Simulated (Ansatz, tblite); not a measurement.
# [MnF6]2-: a ladder of methods and basis sets

How do method and basis change the picture of [MnF6]2- (quartet)?

Method: as each input shows; program: Ansatz 0.2.0, Gaussian basis.

The runs, in order: GFN1-xTB, GFN2-xTB, PBE-D4/def2-TZVPD, r2SCAN-D4/def2-TZVPD, PBE-QIDH/def2-TZVPD, HF/def2-TZVPD, B97M-V/def2-TZVPD, ωB97M-V/def2-TZVPD, BHLYP-D4/def2-TZVPD, PBE+10HF/def2-SVPD, PBE+15HF/def2-SVPD, PBE+40HF/def2-SVPD, PBE-D4/def2-SVPD, PBE0-D4/def2-SVPD, HF/STO-3G, MP2/def2-TZVPD, RPA/def2-TZVPD.

1 further run of the same task is left out (for a known fault of the program).

### Step 1. The relaxed structure

The geometry is that of the quartet, from an earlier relaxation (PBE-D4/def2-SVPD).

7 atoms, charge -2, spin multiplicity 4.

Bond lengths: Mn1–F2 1.859 Å, Mn1–F3 1.859 Å, Mn1–F4 1.859 Å, Mn1–F5 1.859 Å, Mn1–F6 1.859 Å, Mn1–F7 1.859 Å. Angles: F2–Mn1–F3 180.0°, F2–Mn1–F4 90.0°, F2–Mn1–F5 90.0°, F2–Mn1–F6 90.0°, F2–Mn1–F7 90.0°, F3–Mn1–F4 90.0°, F3–Mn1–F5 90.0°, F3–Mn1–F6 90.0°, F3–Mn1–F7 90.0°, F4–Mn1–F5 180.0°, F4–Mn1–F6 90.0°, F4–Mn1–F7 90.0°, F5–Mn1–F6 90.0°, F5–Mn1–F7 90.0°, F6–Mn1–F7 180.0°.

Formally the metal is d3. No spin-orbit coupling is included. The ion is computed in the gas phase, without counter-ions or solvent.

PBE0-D4/def2-TZVPD was run before; its log isn't repeated, and its numbers join the tables.

### Step 2. GFN1-xTB

Tight binding, by tblite at 300 K electronic temperature and without a spin-polarisation term:

```python
tblite.interface.Calculator('GFN1-xTB', numbers, positions, charge=-2, uhf=3).singlepoint()
```

Energy -913.0022 eV; 0.024 s.

### Step 3. GFN2-xTB

Tight binding, by tblite at 300 K electronic temperature and without a spin-polarisation term:

```python
tblite.interface.Calculator('GFN2-xTB', numbers, positions, charge=-2, uhf=3).singlepoint()
```

Energy -869.4169 eV; 0.007 s.

### Step 4. PBE-D4/def2-TZVPD

start.molden holds the orbitals of an earlier run on this state, given as this run's starting guess.

Contents of in.yaml:

```yaml
crystal:
  periodic: [false, false, false]
  atoms:
    - {symbol: Mn, position_ang: [0.000004, -0.000000, -0.000005]}
    - {symbol: F, position_ang: [-0.017714, -0.009400, 1.858966]}
    - {symbol: F, position_ang: [0.017702, 0.009359, -1.858972]}
    - {symbol: F, position_ang: [1.858981, 0.005318, 0.017739]}
    - {symbol: F, position_ang: [-1.858981, -0.005282, -0.017727]}
    - {symbol: F, position_ang: [-0.005385, 1.859047, 0.009328]}
    - {symbol: F, position_ang: [0.005393, -1.859042, -0.009339]}
basis:
  gaussian: {orbitals: def2-TZVPD, initial_orbitals: start.molden}
total_charge: -2
magnetization: {spin_polarized: true, initial_magnetization: 3}
hamiltonian: {xc: pbe, dispersion: d4}
scf: {omitted_lower_state_checks: [starts]}
output: {orbitals: {seedname: orbitals}}
```

Run with:

```bash
$ ansatz run in.yaml --threads 4 --pin off --events-out ev --progress --plain --max-ram 8704MiB
```

Further steps of the session: r2SCAN-D4/def2-TZVPD; PBE-QIDH/def2-TZVPD; HF/def2-TZVPD; B97M-V/def2-TZVPD; ωB97M-V/def2-TZVPD; BHLYP-D4/def2-TZVPD; PBE+10HF/def2-SVPD; PBE+15HF/def2-SVPD; PBE+40HF/def2-SVPD; PBE-D4/def2-SVPD; PBE0-D4/def2-SVPD; HF/STO-3G; MP2/def2-TZVPD; RPA/def2-TZVPD.

Before running them: what should the planned runs give, taken together? Wanted: gap in def2-TZVPD, named functionals and Hartree-Fock, smallest and largest; gap over the share of exact exchange; correlation energy, MP2/def2-TZVPD; ⟨S²⟩ in def2-TZVPD, named functionals and Hartree-Fock, smallest and largest; PBE0 total energy, smallest basis above largest.

The runs gave:

```
                                                                    quantity                             value
 gap in def2-TZVPD, named functionals and Hartree-Fock, smallest and largest   2.70 eV (PBE-D4), 13.32 eV (HF)
                                        gap over the share of exact exchange      2.67 eV at 0, 7.30 eV at 0.4
                                          correlation energy, MP2/def2-TZVPD                         -55.92 eV
⟨S²⟩ in def2-TZVPD, named functionals and Hartree-Fock, smallest and largest                      3.781, 3.841
                             PBE0 total energy, smallest basis above largest  22.89 eV (def2-SVPD, def2-TZVPD)
```

**Reading.** Orbital gaps of the named functionals and Hartree-Fock in def2-TZVPD span 2.70 eV (PBE-D4) to 13.32 eV (HF); exact exchange widens it. Raising the share of exact exchange from 0 to 0.4 moves the HOMO by -3.99 eV and the LUMO by +0.64 eV. Over the named functionals and Hartree-Fock in def2-TZVPD spin contamination reaches 0.09 (HF), which is small. PBE-D4, r2SCAN-D4, B97M-V, PBE0-D4 put the HOMO above zero: the outermost electron is held by the basis alone.
